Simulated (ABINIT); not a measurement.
Runs of ABINIT 10.8.3 (patched build) on Ag. The cell holds a slab with vacuum, 5 atoms: a = 2.889 Å, b = 2.889 Å, c = 24.437 Å, α = 90.00°, β = 90.00°, γ = 120.00°. 

```tsv
task	level	cell	preconditioner (iprcel)	optimiser (ionmov)	force stop (Ha/bohr)	gap on the mesh (eV)	largest force (eV/Å)	work function (eV)
work function	PBE	as given	-	-	-	none	0.17	4.35
single point	RPBE	as given	-	-	-	none	0.36	-
relaxation of the atoms	PBE	atoms relaxed	45	2	5e-05	none	-	-
work function	PBE	cell taken from the last step of an earlier PBE relaxation by this program, which needn't have reached its minimum	-	-	-	none	-	(a)
```

Alike in all rows: potentials or basis JTH PAW PBE v2.0; no spin polarisation; k mesh 11 × 11 × 1; cutoff (eV) 463; smearing fermi-dirac 0.05 eV.

Q: Fill in the values left out.

A: (a) 4.42.

Caveats: the PAW data sets were made with another functional, which shifts forces and pressure a little (some runs).

A k mesh can miss the band edges, and the runs leave out spin-orbit coupling on Ag.

A gap of «none» marks a metal or a gap under the smearing width.
